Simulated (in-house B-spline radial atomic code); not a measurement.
# Ta⁴⁶⁺: excited configurations

How much energy does it take to promote electrons of Ta⁴⁶⁺ to other shells? Each configuration is solved by itself and compared with the reference.

Program: in-house B-spline radial atomic code version 1. Level of theory: Dirac-Hartree-Fock, average of configuration, Fermi nucleus, basis-set limit. These are calculated values, not measurements, unless marked.

## 1. What is computed

```
element       : tantalum (Z = 73)
charge        : +46
electrons     : 27
configuration : [Ar] 3d9
Hamiltonian   : Dirac-Coulomb
nucleus       : Fermi, rms radius 5.351 fm
```

Outer shells as boxes (Hund's rule):

[Ar] 3d9
```
[Ar] core
3d [↑↓][↑↓][↑↓][↑↓][↑ ]
```

The boxes draw the filling by Hund's rule, which heavy ions in jj coupling don't follow; these runs average over all states of the configuration.

The run's settings:

```ini
Z = 73
electrons = 27.0
configuration = [Ar] 3d9
hamiltonian = dirac
method = hf
spin_polarised = False
nucleus = fermi
rms_radius = 5.3507
mass_number = 181
atomic_mass = 180.947998528
speed_of_light = 137.035999084
```

From the earlier run of the reference: total energy -14076.301422 hartree. Levels, eight at most:

| orbital | occupation | energy (eV) | <r> (bohr) |
| --- | --- | --- | --- |
| 2s1/2 | 2 | -14172.2 | 0.07806 |
| 2p1/2 | 2 | -13637.5 | 0.06474 |
| 2p3/2 | 4 | -12356.7 | 0.07247 |
| 3s1/2 | 2 | -4984.57 | 0.1990 |
| 3p1/2 | 2 | -4753.27 | 0.1889 |
| 3p3/2 | 4 | -4457.10 | 0.2017 |
| 3d3/2 | 3.6 | -4092.18 | 0.1758 |
| 3d5/2 | 5.4 | -4027.24 | 0.1799 |

## 2. [Ne] 3s2 3p5 3d8 4s1 4f1

The run's settings:

```ini
Z = 73
electrons = 27.0
configuration = [Ne] 3s2 3p5 3d8 4s1 4f1
hamiltonian = dirac
method = hf
spin_polarised = False
nucleus = fermi
rms_radius = 5.3507
mass_number = 181
atomic_mass = 180.947998528
speed_of_light = 137.035999084
```

**Question.** How far above the reference does each configuration lie (order and size, in eV)?

As calculated:

| net move | configuration | energy above the reference (eV) | with Breit, QED, recoil (eV) | largest <r> (bohr) |
| --- | --- | --- | --- | --- |
| 3d, 3p → 4f, 4s | [Ne] 3s2 3p5 3d8 4s1 4f1 | 4205.11 | 4198.70 | 0.390 |

What this shows: The promotion costs 4205.11 eV. Koopmans' estimate of the ionisation threshold is 4027.24 eV; 1 configuration exceeds it by over 2 % and could autoionise. These are averages over configurations, without correlation, not spectroscopic levels.
